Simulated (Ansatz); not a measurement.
Run this with Ansatz's Python interface and show what comes out.

The script, `os_transition.py`:
```python
# -*- coding: utf-8 -*-
"""Enthalpies of two structures of Os under pressure."""

from dataclasses import dataclass
import warnings

import ansatz as az
import numpy as np


@dataclass(frozen=True)
class Settings:
    functional: str = "pbesol"
    ecut: int = 450
    k_spacing: float = 0.15
    occupations: str = "fermi_dirac"
    width_ev: float = 0.1


cfg = Settings()


def fcc(first, a):
    return (
        az.Lattice.fcc(a)
        .space_group(225)
        .atom(first, (0, 0, 0))
        .primitive()
    )


def diamond(first, a):
    return az.Crystal.diamond(first, a=a)


def run_phase(name, crystal, pressure=0.0):
    calc = (
        crystal.calculation()
        .functional(cfg.functional)
        .basis(cfg.ecut)
        .kpoints(spacing=cfg.k_spacing)
        .occupations(cfg.occupations, width=cfg.width_ev)
    )
    calc = calc.relax(force_tolerance=0.03, max_steps=40, cell=True, pressure=pressure)
    return calc.run()


def volume_per_atom(outcome):
    return abs(np.linalg.det(outcome.lattice.cell_ang)) / len(outcome.lattice.sites)


def main():
    warnings.simplefilter("ignore", az.DeckWarning)

    phases = {}
    phases["fcc"] = fcc("Os", 3.82)
    phases["diamond"] = diamond("Os", 5.26)

    # enthalpy per atom at each pressure
    pressures = [0, 20, 40, 60]
    enthalpy, volume = {name: [] for name in phases}, {name: [] for name in phases}
    for p in pressures:
        for name, crystal in phases.items():
            o = run_phase(name, crystal, pressure=p)
            volume[name].append(volume_per_atom(o))
            enthalpy[name].append(o.report["energy_sigma0_ev"] / len(o.lattice.sites) + p * volume[name][-1] / 160.21766)
    gap = np.array(enthalpy["diamond"]) - np.array(enthalpy["fcc"])
    rows = [(p, va, vb, 1000 * d) for p, va, vb, d in zip(pressures, volume["fcc"], volume["diamond"], gap)]
    print("   P (GPa)  V fcc (A^3/atom)  V diamond (A^3/atom)  H(diamond) - H(fcc) (meV/atom)")
    for row in rows:
        print(f"{row[0]:10d}  {row[1]:16.3f}  {row[2]:20.3f}  {row[3]:+30.1f}")
    crossings = [p0 - g0 * (p1 - p0) / (g1 - g0) for p0, p1, g0, g1 in zip(pressures, pressures[1:], gap, gap[1:]) if g0 * g1 < 0]
    print("crossing near", [round(float(p), 1) for p in crossings], "GPa") if crossings else print("no crossing in this range")


if __name__ == "__main__":
    main()
```

```console
$ python os_transition.py
   P (GPa)  V fcc (A^3/atom)  V diamond (A^3/atom)  H(diamond) - H(fcc) (meV/atom)
         0            13.945                20.822                         +1364.8
        20            13.361                19.305                         +2159.4
        40            12.892                18.228                         +2860.9
        60            12.498                17.395                         +3498.1
no crossing in this range
```

Reading the output:
- Spin is left out of this run.
- At a fixed pressure a relaxation lowers the enthalpy F + PV, while F alone can rise.
- Spin-orbit coupling, which matters for elements this heavy, is left out.
- Only these two structures are compared, at zero temperature and with their symmetry kept; either may be hypothetical, and another phase may be lower than both. Differences under 10 to 15 meV an atom lie within the error of mesh and functional.
- The cells are prototypes set up for this calculation and needn't exist.
- Finished in 84 s on 1 thread of Arm Neoverse V2, with other jobs on the host, peak memory 0.49 GiB.
